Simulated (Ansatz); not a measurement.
# The tellurium atom (triplet): from Hartree-Fock to the top rungs, def2-TZVPD

How much of the correlation energy of the tellurium atom (triplet) does each wave-function method recover here?

Method: def2-TZVPD, core rule «outside noble gas», up to 9 orbitals frozen; program: Ansatz 0.2.0, Gaussian basis.

Plan: UHF; CCSD(T) on ROHF; CCSD(T) on UHF; BCCD(T) on ROHF; CISD; CCSDT(Q) on ROHF; CCSDT(Q) on UHF; CASSCF and MRCISD+Q, 6 electrons in 4 orbitals; CASSCF and MRCISD+Q(relaxed), 6 electrons in 4 orbitals; CASSCF and NEVPT4(SD), 6 electrons in 4 orbitals; CASSCF and NEVPT2, 6 electrons in 4 orbitals.

4 further runs of the same task are left out: 4 set aside as unsound or not needed.

### Step 1. The atom

A free atom, in its lowest state of this spin that the program finds. No spin-orbit coupling is included. Elements past krypton take def2 core potentials.

1 atom, charge 0, spin multiplicity 3.

### Step 2. UHF

Input file in.yaml:

```yaml
crystal:
  periodic: [false, false, false]
  atoms:
    - {symbol: Te, position_ang: [0.000000, 0.000000, 0.000000]}
basis:
  gaussian: {orbitals: def2-TZVPD}
magnetization: {spin_polarized: true, initial_magnetization: 2}
hamiltonian: {xc: hf}
output: {orbitals: {seedname: orbitals}}
```

Run with:

```
ansatz run in.yaml --threads 1 --pin off --events-out ev --progress --plain --max-ram 2393MiB
```

Further steps of the session: CCSD(T) on ROHF; CCSD(T) on UHF; BCCD(T) on ROHF; CISD; CCSDT(Q) on ROHF; CCSDT(Q) on UHF; CASSCF and MRCISD+Q, 6 electrons in 4 orbitals; CASSCF and MRCISD+Q(relaxed), 6 electrons in 4 orbitals; CASSCF and NEVPT4(SD), 6 electrons in 4 orbitals; CASSCF and NEVPT2, 6 electrons in 4 orbitals.

Q: Predict the results of all the runs planned. Wanted: UCCSDT(Q) below the RHF energy; RMP2 from UCCSDT(Q); UMP2 from UCCSDT(Q); RCCSD from UCCSDT(Q); RCCSD(T) from UCCSDT(Q); UCCSD(T) from UCCSDT(Q); RCCSDT(Q) from UCCSDT(Q); NEVPT2 valence from UCCSDT(Q); NEVPT4(SD) valence from UCCSDT(Q).

The runs gave:

| quantity | value |
| --- | --- |
| UCCSDT(Q) below the RHF energy | -3.0205 eV |
| RMP2 from UCCSDT(Q) | +565.2 meV |
| UMP2 from UCCSDT(Q) | +575.6 meV |
| RCCSD from UCCSDT(Q) | +124.3 meV |
| RCCSD(T) from UCCSDT(Q) | +33.4 meV |
| UCCSD(T) from UCCSDT(Q) | +18.2 meV |
| RCCSDT(Q) from UCCSDT(Q) | +15.3 meV |
| NEVPT2 valence from UCCSDT(Q) | +749.2 meV |
| NEVPT4(SD) valence from UCCSDT(Q) | +103.5 meV |
| MRCISD+Q valence from UCCSDT(Q) | +31.4 meV |
| levels within 1 kcal/mol (43 meV) | RCCSD(T), UCCSD(T), BCCD(T), RCCSDT, UCCSDT, RCCSDT(Q), MRCISD+Q valence, MRCISD+Q(relaxed) valence |
| T1 diagnostic | 0.015 |
| effectively unpaired electrons | 2.00 |

What this shows: RCCSD(T) lands +33.4 meV from the yardstick (1.1 % of the correlation energy). One determinant dominates. Of the multireference levels listed MRCISD+Q valence comes nearest in total energy (+31.4 meV), which doesn't show that its space is the better one. These misses are within one basis, not against nature; the frozen cores of restricted and unrestricted runs differ, which can shift their rows.
